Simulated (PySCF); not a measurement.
# [Tb(NH3)3]3+: other functionals and bases at one geometry

One table from this session's results is given with a row withheld; the runs are named, their logs left out.

Computed with PySCF 2.14.0. Level: several levels, as the steps say, no spin–orbit coupling.

3 further runs of the same task are left out: 2 for a known fault of the program, 1 that didn't finish.

## Where the work starts

13 atoms, charge 3, spin multiplicity 1.

Bond lengths: Tb1–N2 2.417 Å, Tb1–N6 2.417 Å, Tb1–N10 2.417 Å, N2–H3 1.046 Å, N2–H4 1.047 Å, N2–H5 1.046 Å, N6–H7 1.046 Å, N6–H8 1.047 Å, N6–H9 1.046 Å, N10–H11 1.046 Å, N10–H12 1.047 Å, N10–H13 1.046 Å. Angles: N2–Tb1–N6 109.6°, N2–Tb1–N10 109.6°, N6–Tb1–N10 109.6°, Tb1–N2–H3 116.6°, Tb1–N2–H4 114.8°, Tb1–N2–H5 115.7°, H3–N2–H4 102.5°, H3–N2–H5 102.7°, H4–N2–H5 102.5°, Tb1–N6–H7 116.6°, Tb1–N6–H8 114.8°, Tb1–N6–H9 115.7°, H7–N6–H8 102.5°, H7–N6–H9 102.7°, H8–N6–H9 102.5°, Tb1–N10–H11 116.6°, Tb1–N10–H12 114.8°, Tb1–N10–H13 115.7° and more.

As a file:

```xyz
13

Tb    0.0000    0.0000   -0.7800
N     2.2810   -0.0013    0.0186
H     2.4940   -0.6284    0.8285
H     2.9940   -0.2956   -0.6901
H     2.6495    0.9233    0.3405
N    -1.1394    1.9761    0.0186
H    -0.7028    2.4741    0.8285
H    -1.2410    2.7407   -0.6901
H    -2.1244    1.8329    0.3405
N    -1.1416   -1.9748    0.0186
H    -1.7913   -1.8457    0.8285
H    -1.7530   -2.4450   -0.6901
H    -0.5251   -2.7562    0.3405
```

Formal oxidation states: Tb +3. Each metal's 8 4f electrons lie in its core potential, so multiplicities, spins and levels count the valence alone. An earlier session relaxed this geometry at PBE, Tb lcecp-1-SVP with ECP54, N def2-SVP, H def2-SVP (singlet, point group C3).

At PBE on the finer grid: E = -204.813046 Eh, HOMO -23.02 eV, LUMO -17.32 eV, Mulliken charge on Tb1 +1.70 e, largest force component 0.012 eV/Å. 

Levels to run: revPBE; M06-L; BLYP; TPSSh; PBE, TZVP. Hardware: 2 threads of Arm Neoverse V1, shared host.

The first run:

File run.py (the lines that set the calculation):

```python
mol = gto.M(atom='''
Tb     0.00000     0.00000    -0.77996
N      2.28102    -0.00125     0.01856
H      2.49404    -0.62842     0.82853
H      2.99396    -0.29563    -0.69012
H      2.64951     0.92332     0.34048
N     -1.13943     1.97605     0.01856
H     -0.70280     2.47411     0.82853
H     -1.24096     2.74066    -0.69012
H     -2.12437     1.83288     0.34048
N     -1.14160    -1.97480     0.01856
H     -1.79125    -1.84570     0.82853
H     -1.75300    -2.44503    -0.69012
H     -0.52513    -2.75620     0.34048''',
    basis={'Tb': 'lcecp-1-SVP', 'N': 'def2-SVP', 'H': 'def2-SVP'},
    ecp={'Tb': 'lcecp-1-SVP'},
    charge=3, spin=0)
mf = dft.RKS(mol, xc='PBE_R,PBE')
mf.grids.atom_grid = (75, 302)  # f atoms: unpruned, at least (60, 302)
mf = mf.density_fit()  # fitting sets: Tb AutoAux, N def2-universal-JKFIT, H def2-universal-JKFIT
mf.conv_tol = 1e-08; mf.max_cycle = 55
mf.kernel(dm0)  # dm0: the density of the relaxed state
```

On the command line:

```sh
$ OMP_NUM_THREADS=2 python run.py
```

Among the steps run: revPBE; M06-L; BLYP; TPSSh; PBE, TZVP.

One of the session's tables, all rows but one given; the rest of the session is left out.

| level | HOMO (eV) | gap (eV) | charge on Tb1 (e) | dipole (D) | largest force component (eV/Å) |
| --- | --- | --- | --- | --- | --- |
| PBE (relaxed here) | -23.02 | 5.70 | 1.70 | 2.96 | 0.01 |
| revPBE | -22.99 | 5.75 | 1.72 | 2.91 | 0.12 |
| M06-L | ? | ? | ? | ? | ? |
| BLYP | -22.87 | 5.53 | 1.68 | 2.93 | 0.18 |
| TPSSh | -23.73 | 7.01 | 1.82 | 2.77 | 0.34 |
| PBE, TZVP | -22.95 | 5.73 | 1.99 | 2.95 | 0.39 |

Estimate the missing values for M06-L.

As computed: HOMO (eV): -23.34; gap (eV): 6.67; charge on Tb1 (e): 1.93; dipole (D): 2.64; largest force component (eV/Å): 0.42. In the column «HOMO (eV)» it lies between TPSSh (-23.73) and PBE (relaxed here) (-23.02).

The dipole of a charged species depends on the origin, so these sizes hold for this origin alone.

In one basis the gap runs from 5.53 eV (BLYP) to 7.01 eV (TPSSh). The largest leftover force, 0.42 eV/Å with M06-L, stands at a geometry relaxed at another level. With 4f in the core, its levels are missing from HOMO and gap, and its count is fixed, so no charge can pass from the ligands into it. Total energies of different levels can't be compared.
